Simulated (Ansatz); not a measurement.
# CH₂Ge+ (quartet): from Hartree-Fock to the top rungs, cc-pVDZ

How much of the correlation energy of CH₂Ge+ (quartet) does each wave-function method recover here?

Method: cc-pVDZ, core rule «outside noble gas», up to 15 orbitals frozen; program: Ansatz 0.2.0, Gaussian basis.

To be run: UHF; CCSD(T) on ROHF; CCSD(T) on UHF; BCCD(T) on ROHF; CISD; CCSDT(Q) on ROHF; CCSDT(Q) on UHF; CCSDTQ on ROHF; CASSCF and MRCISD+Q, 9 electrons in 10 orbitals; CASSCF and NEVPT4(SD), 9 electrons in 10 orbitals; CASSCF and NEVPT2, 9 electrons in 10 orbitals.

6 further runs of the same task are left out: 6 set aside as unsound or not needed.

## (1) The geometry

The geometry is a PBE0/def2-TZVP stationary point (not a proven minimum) of the parent state, kept for this charge and spin. No spin-orbit coupling is included. The filled d shell of Ge may be among the frozen orbitals whatever the setting's name suggests; the logs give the count.

4 atoms, charge 1, spin multiplicity 4.

Atoms are counted from 1 here; the program's logs count them from 0.

Bond lengths: Ge1–C2 1.905 Å, Ge1–H3 1.592 Å, C2–H4 1.091 Å. Angles: C2–Ge1–H3 95.9°, Ge1–C2–H4 136.5°.

## (2) UHF

Input file in.yaml:

```yaml
crystal:
  periodic: [false, false, false]
  atoms:
    - {symbol: Ge, position_ang: [0.000000, -0.044572, 0.290198]}
    - {symbol: C, position_ang: [0.000000, 0.182313, -1.601029]}
    - {symbol: H, position_ang: [0.000000, 1.508639, 0.640309]}
    - {symbol: H, position_ang: [0.000000, -0.468907, -2.476239]}
basis:
  gaussian: {orbitals: cc-pVDZ}
total_charge: 1
magnetization: {spin_polarized: true, initial_magnetization: 3}
hamiltonian: {xc: hf}
output: {orbitals: {seedname: orbitals}}
```

Started as:

```
$ ansatz run in.yaml --threads 1 --pin off --events-out ev --progress --plain --max-ram 2816MiB --backend cpu
```

The runs that follow: CCSD(T) on ROHF; CCSD(T) on UHF; BCCD(T) on ROHF; CISD; CCSDT(Q) on ROHF; CCSDT(Q) on UHF; CCSDTQ on ROHF; CASSCF and MRCISD+Q, 9 electrons in 10 orbitals; CASSCF and NEVPT4(SD), 9 electrons in 10 orbitals; CASSCF and NEVPT2, 9 electrons in 10 orbitals.

**Question.** What will the summary of the whole plan be? Wanted: RCCSDTQ below the RHF energy; RMP2 from RCCSDTQ; UMP2 from RCCSDTQ; RCCSD from RCCSDTQ; RCCSD(T) from RCCSDTQ; UCCSD(T) from RCCSDTQ; RCCSDT(Q) from RCCSDTQ; UCCSDT(Q) from RCCSDTQ; NEVPT2 valence from RCCSDTQ.

**Answer**, as computed:

```
                         quantity                                                                                value
     RCCSDTQ below the RHF energy                                                                           -4.9400 eV
                RMP2 from RCCSDTQ                                                                          +1046.9 meV
                UMP2 from RCCSDTQ                                                                          +1042.4 meV
               RCCSD from RCCSDTQ                                                                           +171.2 meV
            RCCSD(T) from RCCSDTQ                                                                            +40.7 meV
            UCCSD(T) from RCCSDTQ                                                                            +33.3 meV
           RCCSDT(Q) from RCCSDTQ                                                                             +1.0 meV
           UCCSDT(Q) from RCCSDTQ                                                                             -7.2 meV
      NEVPT2 valence from RCCSDTQ                                                                           +701.0 meV
  NEVPT4(SD) valence from RCCSDTQ                                                                            +87.6 meV
    MRCISD+Q valence from RCCSDTQ                                                                            +20.3 meV
levels within 1 kcal/mol (43 meV)  RCCSD(T), UCCSD(T), BCCD(T), RCCSDT, UCCSDT, RCCSDT(Q), UCCSDT(Q), MRCISD+Q valence
                    T1 diagnostic                                                                                0.030
   effectively unpaired electrons                                                                                 3.02
```

RCCSD(T) misses by +40.7 meV, 0.8 % of the correlation energy. One determinant dominates. Of the multireference levels listed MRCISD+Q valence comes nearest in total energy (+20.3 meV), which doesn't show that its space is the better one. These misses are within one basis, not against nature; the frozen cores of restricted and unrestricted runs differ, which can shift their rows.
